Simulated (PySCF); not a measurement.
**InNH4 (SMILES [NH2][InH2]) at 3 levels**

Aim: a comparison of 3 runs (HF/STO-3G, PBE0/def2-SVP, TPSSh/def2-SVP) of InNH4. The job is set up through a Python script.

The results are computed with PySCF 2.14.0.

## Step 1: The system as given

The species is InNH4 (6 atoms), meant as a singlet with charge 0. SMILES: `[NH2][InH2]`. The shape is that of a PBE0-D4/def2-TZVP optimisation.

Bond lengths: N1–In2 2.007 Å, N1–H3 1.006 Å, N1–H4 1.006 Å, In2–H5 1.712 Å, In2–H6 1.712 Å. Angles: N1–In2–H5 115.0°, N1–In2–H6 115.0°, In2–N1–H3 124.3°, In2–N1–H4 124.3°, H5–In2–H6 130.0°, H3–N1–H4 111.3°.

## Step 2: Energy and forces at HF/STO-3G (run 1)

Contents of calc.py:

```python
import pyscf.grad
from pyscf import gto, scf

system = gto.M(
    atom='''
N     -0.092200    -1.060500     0.036600
In     0.095300     0.935900    -0.048300
H     -0.598000    -1.552900     0.753400
H      0.311900    -1.697300    -0.629300
H      1.012500     1.520500    -1.370700
H     -0.687400     1.790300     1.212100
''',
    max_memory=1860,
    verbose=3,
    charge=0,
    basis='sto-3g',
)

hf = scf.RHF(system)
hf.conv_tol = 1e-10
hf.kernel()
if not hf.converged:
    hf = hf.newton().run(hf.mo_coeff, hf.mo_occ)

e_final = hf.e_tot
print('E(%s) = %.9f' % ('HF', e_final))
grad = hf.Gradients().kernel()
dip = hf.dip_moment()
pop, q = hf.mulliken_pop()
```

On the command line:

```bash
$ OMP_NUM_THREADS=1 python calc.py
```

The program printed:

```text
converged SCF energy = -5738.9355234092
E(HF) = -5738.935523409
--------------- RHF gradients ---------------
         x                y                z
0 N    -0.0071425710    -0.0763923783     0.0033423873
1 In     0.0023272826     0.0246302159    -0.0009946702
2 H     0.0045108438     0.0128551301    -0.0055962922
3 H    -0.0020419398     0.0138373194     0.0043530231
4 H     0.0183754310     0.0098067688    -0.0266879828
5 H    -0.0160290466     0.0152629441     0.0255835348
----------------------------------------------
Dipole moment(X, Y, Z, Debye):  0.01496,  0.09018,  0.00113
 ** Mulliken pop  **
pop of  0 N 1s            1.99522
pop of  0 N 2s            1.52619
pop of  0 N 2px           1.59882
pop of  0 N 2py           1.21227
pop of  0 N 2pz           1.27512
pop of  1 In 1s           2.00000
pop of  1 In 2s           1.99972
pop of  1 In 3s           1.99851
pop of  1 In 4s           2.00753
pop of  1 In 5s           0.97566
pop of  1 In 2px          2.00006
pop of  1 In 2py          2.00005
pop of  1 In 2pz          2.00006
pop of  1 In 3px          1.99799
pop of  1 In 3py          1.99825
pop of  1 In 3pz          1.99818
pop of  1 In 4px          1.99100
pop of  1 In 4py          1.99567
pop of  1 In 4pz          1.99435
pop of  1 In 5px          0.33391
pop of  1 In 5py          0.53006
pop of  1 In 5pz          0.55414
pop of  1 In 3dxy         1.99967
pop of  1 In 3dyz         1.99933
pop of  1 In 3dz^2        1.99940
pop of  1 In 3dxz         1.99861
pop of  1 In 3dx2-y2      1.99900
pop of  1 In 4dxy         1.98988
pop of  1 In 4dyz         1.97964
pop of  1 In 4dz^2        1.98118
pop of  1 In 4dxz         1.95594
pop of  1 In 4dx2-y2      1.96868
pop of  2 H 1s            0.87622
pop of  3 H 1s            0.87623
pop of  4 H 1s            1.19674
pop of  5 H 1s            1.19672
 ** Mulliken atomic charges  **
charge of    0N =     -0.60762
charge of    1In =      0.75352
charge of    2H =      0.12378
charge of    3H =      0.12377
charge of    4H =     -0.19674
charge of    5H =     -0.19672
```

It took 6 s on 1 thread of Intel Xeon at 2.50GHz (Skylake/Cascade Lake), shared host; peak memory 0.12 GiB.

## Step 3: Energy and gradient at PBE0/def2-SVP (core potential) (run 2)

Contents of run.py:

```python
import pyscf.grad
from pyscf import gto, dft

mol = gto.M(
    atom='''
N     -0.174233    -2.004055     0.069164
In     0.180091     1.768595    -0.091274
H     -1.130056    -2.934556     1.423720
H      0.589406    -3.207432    -1.189205
H      1.913348     2.873329    -2.590248
H     -1.298998     3.383177     2.290537
''',
    unit='bohr',
    ecp={'In': 'def2-svp'},
    max_memory=1860,
    basis='def2-svp',
    verbose=3,
)

calc0 = dft.RKS(mol, xc='pbe0')
calc0.conv_tol = 1e-10
calc0.grids.level = 5
calc0.kernel()
if not calc0.converged:
    calc0 = calc0.newton().run(calc0.mo_coeff, calc0.mo_occ)

energy = calc0.e_tot
print('E = %.10f Eh' % energy)
grad = calc0.Gradients().kernel()
dip = calc0.dip_moment()
pop, q = calc0.mulliken_pop()
```

On the command line:

```bash
$ OMP_NUM_THREADS=1 python run.py
```

The program printed:

```text
converged SCF energy = -247.148129298325
[... 10 lines left out ...]
Dipole moment(X, Y, Z, Debye): -0.06284, -0.73433,  0.03608
[... 67 lines left out ...]
charge of    5H =     -0.10068
```

Wall time 25 s (1 thread of Intel Xeon at 2.50GHz (Skylake/Cascade Lake), shared host); peak memory 0.6 GiB.

## Step 4: Energy and gradient at TPSSh/def2-SVP (core potential) (run 3)

Contents of input.py:

```python
import pyscf.grad
from pyscf import gto, dft

molecule = gto.Mole()
molecule.atom = '''
N       -0.092200      -1.060500       0.036600
In       0.095300       0.935900      -0.048300
H       -0.598000      -1.552900       0.753400
H        0.311900      -1.697300      -0.629300
H        1.012500       1.520500      -1.370700
H       -0.687400       1.790300       1.212100
'''
molecule.ecp = {'In': 'def2-svp'}
molecule.verbose = 4
molecule.basis = 'def2-svp'
molecule.spin = 0
molecule.max_memory = 1860
molecule.build()

mf = dft.RKS(molecule)
mf.xc = 'tpssh'
mf.grids.level = 5
mf.conv_tol = 1e-10
mf.kernel()
if not mf.converged:
    mf = mf.newton().run(mf.mo_coeff, mf.mo_occ)

energy = mf.e_tot
print('Final energy', energy)
grad = mf.Gradients().kernel()
mf.analyze()
```

On the command line:

```bash
$ OMP_NUM_THREADS=1 python input.py
```

The program printed:

```text
PySCF version 2.14.0

[... 94 lines left out ...]
DFT Exchange-Correlation Energy =      -25.036704535212380
[... 13 lines left out ...]
MO #12  energy= -0.443338812474074 occ= 2
[... 11 lines left out ...]
MO #24  energy= 0.179912433277568  occ= 0
[... 11 lines left out ...]
MO #36  energy= 0.811137530549395  occ= 0
[... 11 lines left out ...]
MO #48  energy= 1.92466764177761   occ= 0
[... 11 lines left out ...]
MO #60  energy= 61.148027028643    occ= 0
[... 69 lines left out ...]
Dipole moment(X, Y, Z, Debye): -0.07475, -0.85828,  0.04119
```

Run time: 30 s. Hardware: 1 thread of Intel Xeon at 2.50GHz (Skylake/Cascade Lake), shared host; peak memory 0.6 GiB.

## Step 5: Overview of the runs

```tsv
run	level	core potential	integration grid	energy (Eh)	dipole moment (D)	HOMO energy (eV)	LUMO energy (eV)	wall time
1	HF/STO-3G	–	–	-5738.935523	0.09	-7.15	6.65	6 s
2	PBE0/def2-SVP (core potential)	def2-svp	5	-247.148129	0.74	-6.77	-0.93	25 s
3	TPSSh/def2-SVP (core potential)	def2-svp	5	-247.151932	0.86	-6.04	-1.20	30 s
```

## Step 6: What came out

```
                       quantity          value
            run 3: total energy  -247.15193 Eh
           run 3: dipole moment         0.86 D
             run 3: HOMO energy       -6.04 eV
             run 3: LUMO energy       -1.20 eV
           run 3: HOMO–LUMO gap        4.83 eV
run 3: largest force on an atom     0.497 eV/Å
```

In words: The dipole moment (its size) runs from 0.09 D (HF/STO-3G) to 0.86 D (TPSSh/def2-SVP). The two ends differ in method and basis and core potential. The two dipoles point in opposite directions. The HOMO–LUMO gap runs from 4.83 eV (TPSSh/def2-SVP) to 13.79 eV (HF/STO-3G). Totals of different functionals can't be ranked against each other. Some runs of one species differ in core potentials or relativity; totals across that change don't compare. In run 1 the basis is minimal, so the values are rough. In run 1 relativity is left out where basis or elements ask for it. All runs together took 61 s, the longest 30 s.
